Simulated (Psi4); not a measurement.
# One shape, several levels: BCl2O (SMILES [O]B(Cl)Cl)

Aim: a comparison of 6 runs (UHF/3-21G, UM08-HX-D3(0)/cc-pVDZ, UPBE0/def2-SVP, UCAM-B3LYP/6-31+G*, UBLYP/6-311G*) of BCl2O. 

The results are computed with Psi4 1.11.

4 further runs of the same task are left out: 4 set aside as unsound or not needed.

## (1) The structure to begin with

BCl2O has 4 atoms, charge 0, and is taken as a doublet. SMILES: `[O]B(Cl)Cl`. The shape is that of a PBE0-D4/def2-TZVP optimisation.

Bond lengths: O1–B2 1.328 Å, B2–Cl3 1.744 Å, B2–Cl4 1.744 Å. Angles: O1–B2–Cl3 117.7°, O1–B2–Cl4 117.7°, Cl3–B2–Cl4 124.6°.

## (2) Energy and forces at UHF/3-21G (run 1)

The input, bcl2o.dat:

```
memory 1600 MB

molecule system {
  0 2
  O
  B 1 R2
  Cl 2 R3 1 A3
  Cl 2 R4 1 A4 3 D4

  R2 = 1.327637
  R3 = 1.744041
  A3 = 117.69628
  R4 = 1.74405
  A4 = 117.69969
  D4 = 179.99788
  symmetry c1
}

set {
  basis         3-21G
  reference     uhf
  puream        true
  e_convergence 1e-09
  d_convergence 1e-08
  scf_type      pk
  maxiter       200
}

energy_value, wavefunction = gradient('scf', return_wfn=True)
oeprop(wavefunction, 'DIPOLE', 'MULLIKEN_CHARGES', 'QUADRUPOLE', title='SCF')
```

Command:

```
$ psi4 -n 1 bcl2o.dat bcl2o.out
```

bcl2o.out:

```text
[...]
  Running in c1 symmetry.
[...]
  Nuclear repulsion =  171.614502934072817
[...]
  Multiplicity = 2
[...]
  Nalpha       = 24
  Nbeta        = 23
[...]
    Number of basis functions: 44
[...]
   @UHF iter   1: -1013.45064907264668   -3.73642e-01   1.05428e-02 ADIIS/DIIS
[...]
   @UHF iter  15: -1013.66648545789121   -5.22959e-12   7.79571e-09 DIIS
[...]
   @S^2 Observed:                7.589123653E-01
[...]
  @UHF Final Energy: -1013.66648545789121
   => Energetics <=
    Nuclear Repulsion Energy =            171.6145029340728172
    One-Electron Energy =               -1741.6776103792781214
    Two-Electron Energy =                 556.3966219873141199
    Total Energy =                      -1013.6664854578912127
  UHF NO Occupations:
  HONO-2 :   22  A 1.9988909
  HONO-1 :   23  A 1.9977349
[...]
  -Total Gradient:
     Atom            X                  Y                   Z
    ------   -----------------  -----------------  -----------------
       1        0.000001374030    -0.000003972597     0.047164561263
       2       -0.000002894999    -0.000002187970    -0.026462458527
       3        0.000001036027     0.014900902105    -0.010353792860
       4        0.000000484942    -0.014894741512    -0.010348309880
[...]
 Multipole Moments:
 ------------------------------------------------------------------------------------
     Multipole            Electronic (a.u.)      Nuclear  (a.u.)        Total (a.u.)
 ------------------------------------------------------------------------------------
 L = 1.  Multiply by 2.5417464519 to convert [e a0] to [Debye]
 Dipole X            :         -0.0000314            0.0000050           -0.0000264
 Dipole Y            :          0.0000296           -0.0000035            0.0000261
 Dipole Z            :          0.3898867           -0.4738019           -0.0839152
 Magnitude           :                                                    0.0839152
 L = 2.  Multiply by 1.3450342976 to convert [e a0^2] to [Debye ang]
 Quadrupole XX       :        -26.4725485            0.0000001          -26.4725484
 Quadrupole XY       :         -0.0054173            0.0053562           -0.0000611
[...]
  Mulliken Charges: (a.u.)
   Center  Symbol    Alpha    Beta     Spin     Total
       1     O     4.64542  3.61709  1.02832 -0.26251
       2     B     2.13013  2.28116 -0.15103  0.58871
       3    CL     8.61223  8.55087  0.06136 -0.16310
       4    CL     8.61223  8.55087  0.06135 -0.16310
   Total alpha = 24.00000, Total beta = 23.00000, Total charge = -0.00000
    Psi4 run time: 0:00:00.77
```

Run time: 1.6 s. Hardware: 1 thread of Intel Xeon 6975P-C (Granite Rapids), shared host; peak memory 0.18 GiB.

## (3) The energy at UM08-HX-D3(0)/cc-pVDZ (density fitting with cc-pvqz-jkfit) (run 2)

The input, job.in:

```
memory 1600 mb

molecule molecule1 {
  0 2
  O      0.159300    -1.173100    -0.780100
  B      0.021500    -0.075700    -0.045700
  Cl    -1.514200     0.187800     0.737800
  Cl     1.388900     1.000900     0.067700
  units angstrom
  symmetry c1
}

set basis cc-pVDZ
set reference uks
set scf_type df
set df_basis_scf cc-pvqz-jkfit

energy_value, wavefunction = energy("m08-hx-d3zero2b", return_wfn=True)
```

Command:

```
$ psi4 -i job.in -o job.out -n 1
```

job.out:

```text
[...]
  Running in c1 symmetry.
[...]
  Nuclear repulsion =  171.614520346409535
[...]
  Multiplicity = 2
[...]
  Nalpha       = 24
  Nbeta        = 23
[...]
    Number of basis functions: 64
[...]
   @DF-UKS iter   1: -1020.16916800534739   -1.02500e-01   1.04740e-02 ADIIS/DIIS
[...]
   @DF-UKS iter  11: -1020.45258977264200   -1.54355e-08   5.43556e-07 DIIS
[...]
   @S^2 Observed:                7.545559434E-01
[...]
    Orbital Energies [Eh]
    ---------------------
    Alpha Occupied:
       1A   -102.668306     2A   -102.668306     3A    -19.738611
       4A     -9.802572     5A     -9.802527     6A     -7.549082
       7A     -7.549080     8A     -7.543474     9A     -7.543473
      10A     -7.543256    11A     -7.543255    12A     -7.179875
      13A     -1.193554    14A     -0.975915    15A     -0.951286
      16A     -0.617824    17A     -0.587690    18A     -0.550435
      19A     -0.519222    20A     -0.466341    21A     -0.430149
      22A     -0.428057    23A     -0.414088    24A     -0.401466
    Alpha Virtual:
      25A      0.022020    26A      0.097523    27A      0.176498
[...]
  @DF-UKS Final Energy: -1020.45258977264200
   => Energetics <=
    Nuclear Repulsion Energy =            171.6145203464095346
    One-Electron Energy =               -1748.2799301097381885
    Two-Electron Energy =                 590.1588663211575749
    DFT Exchange-Correlation Energy =     -33.9460454628318757
    Empirical Dispersion Energy =          -0.0000008676390935
    VV10 Nonlocal Energy =                  0.0000000000000000
    Total Energy =                      -1020.4525897726419998
[...]
 Multipole Moments:
 ------------------------------------------------------------------------------------
     Multipole            Electronic (a.u.)      Nuclear  (a.u.)        Total (a.u.)
 ------------------------------------------------------------------------------------
 L = 1.  Multiply by 2.5417464519 to convert [e a0] to [Debye]
 Dipole X            :         -0.0640182            0.0491758           -0.0148424
 Dipole Y            :          0.5098255           -0.3916392            0.1181863
 Dipole Z            :          0.3411619           -0.2620850            0.0790769
 Magnitude           :                                                    0.1429736
[...]
```

Run time: 8.1 s. Hardware: 1 thread of Intel Xeon 6975P-C (Granite Rapids), shared host; peak memory 0.63 GiB.

Runs 3 to 5 aren't shown in full; the table further down has their settings and results.

## (4) Energy and one-electron properties at UBLYP/6-311G(d) (run 6)

The input, bcl2o.json:

```json
{
  "schema_name": "qcschema_input",
  "schema_version": 1,
  "molecule": {
    "schema_name": "qcschema_molecule",
    "schema_version": 2,
    "symbols": ["O", "B", "Cl", "Cl"],
    "geometry": [0.30103337, -2.21683772, -1.47417535, 0.04062911, -0.14305227, -0.08636048, -2.8614233, 0.35489057, 1.39423993, 2.62464061, 1.89142688, 0.12793446],
    "molecular_charge": 0,
    "molecular_multiplicity": 2,
    "fix_symmetry": "c1",
    "fix_com": true,
    "fix_orientation": true
  },
  "driver": "energy",
  "model": {
    "method": "blyp",
    "basis": "6-311G*"
  },
  "keywords": {
    "reference": "uks",
    "scf_type": "direct",
    "scf_properties": ["NO_OCCUPATIONS", "MAYER_INDICES", "MULTIPOLE(3)", "WIBERG_LOWDIN_INDICES"]
  }
}
```

Command:

```
$ psi4 --qcschema bcl2o.json -n 1 --memory 1600MB
```

stdout:

```text
[...]
  Running in c1 symmetry.
[...]
  Nuclear repulsion =  171.614520431146673
[...]
  Multiplicity = 2
[...]
  Nalpha       = 24
  Nbeta        = 23
[...]
    Number of basis functions: 88
[...]
   @DF-UKS iter   1: -1020.08859063359012    2.58093e-01   1.12731e-02 ADIIS/DIIS
[...]
   @UKS iter  15: -1020.56260174799911   -1.82565e-08   2.82352e-07 DIIS
[...]
   @S^2 Observed:                7.530890749E-01
[...]
    Orbital Energies [Eh]
    ---------------------
    Alpha Occupied:
       1A   -100.791653     2A   -100.791652     3A    -18.843365
       4A     -9.221093     5A     -9.221066     6A     -7.052991
       7A     -7.052990     8A     -7.046483     9A     -7.046482
      10A     -7.045630    11A     -7.045629    12A     -6.643803
      13A     -0.948592    14A     -0.807496    15A     -0.788443
      16A     -0.474340    17A     -0.442569    18A     -0.407830
      19A     -0.383364    20A     -0.340773    21A     -0.328121
      22A     -0.318148    23A     -0.310777    24A     -0.301246
    Alpha Virtual:
      25A     -0.046415    26A      0.006746    27A      0.089967
[...]
  @UKS Final Energy: -1020.56260174799911
   => Energetics <=
    Nuclear Repulsion Energy =            171.6145204311466728
    One-Electron Energy =               -1748.2559909052292824
    Two-Electron Energy =                 625.1802406090882869
    DFT Exchange-Correlation Energy =     -69.1013718830048305
    Empirical Dispersion Energy =           0.0000000000000000
    VV10 Nonlocal Energy =                  0.0000000000000000
    Total Energy =                      -1020.5626017479991106
[...]
 Multipole Moments:
 ------------------------------------------------------------------------------------
     Multipole            Electronic (a.u.)      Nuclear  (a.u.)        Total (a.u.)
 ------------------------------------------------------------------------------------
 L = 1.  Multiply by 2.5417464519 to convert [e a0] to [Debye]
 Dipole X            :          1.3740564           -1.4138932           -0.0398368
 Dipole Y            :        -19.4206338           19.7374335            0.3167997
 Dipole Z            :        -13.4397373           13.6517594            0.2120221
 Magnitude           :                                                    0.3832785
[...]
```

The result, in JSON:

```text
{
 "driver": "energy",
 "model": {
  "method": "blyp",
  "basis": "6-311G*"
 },
 "success": true,
 "return_result": -1020.5626017479991,
 "properties": {
  "calcinfo_nbasis": 88,
  "calcinfo_nmo": 88,
  "calcinfo_nalpha": 24,
  "calcinfo_nbeta": 23,
  "calcinfo_natom": 4,
  "nuclear_repulsion_energy": 171.61452043114667,
  "return_energy": -1020.5626017479991,
  "scf_one_electron_energy": -1748.2559909052293,
  "scf_two_electron_energy": 625.1802406090883,
  "scf_xc_energy": -69.10137188300483,
  "scf_dipole_moment": [-0.039836841515473065, 0.31679969436663313, 0.21202214731926894],
  "scf_total_energy": -1020.5626017479991,
  "scf_iterations": 15
 }
}
```

It took 6.9 s on 1 thread of Intel Xeon 6975P-C (Granite Rapids), shared host; peak memory 0.38 GiB.

## (5) All runs side by side

| run | level | task | integrals | energy (Eh) | dipole moment (D) | HOMO energy (eV) | LUMO energy (eV) | wall time |
| --- | --- | --- | --- | --- | --- | --- | --- | --- |
| 1 | UHF/3-21G | gradient | pk | -1013.666485 | 0.21 | -13.28 | 0.47 | 1.6 s |
| 2 | UM08-HX-D3(0)/cc-pVDZ (density fitting with cc-pvqz-jkfit) | energy | df | -1020.452590 | 0.36 | -10.92 | -4.12 | 8.1 s |
| 3 | UM08-HX-D3(0)/cc-pVDZ (density fitting) | energy | df | -1020.452399 | 0.36 | -10.92 | -4.12 | 7.8 s |
| 4 | UPBE0/def2-SVP | gradient | pk | -1019.756811 | 0.66 | -9.52 | -5.34 | 11 s |
| 5 | UCAM-B3LYP/6-31+G* (spherical functions) | energy | pk | -1020.480893 | 0.59 | -11.11 | -4.55 | 15 s |
| 6 | UBLYP/6-311G* | properties | direct | -1020.562602 | 0.97 | -8.12 | -6.82 | 6.9 s |

## (6) Outcome

| quantity | value |
| --- | --- |
| run 6: total energy | -1020.56260 Eh |
| run 6: dipole moment | 0.97 D |
| run 6: HOMO energy (highest over α and β) | -8.12 eV |
| run 6: LUMO energy (lowest over α and β) | -6.82 eV |
| run 6: ⟨S²⟩ | 0.753 |

The dipole moment (its size) runs from 0.21 D (UHF/3-21G) to 0.97 D (UBLYP/6-311G*). The two ends differ in method and basis. The two dipoles point in opposite directions. Totals of different functionals can't be ranked against each other. All runs together took 50 s, the longest 15 s.
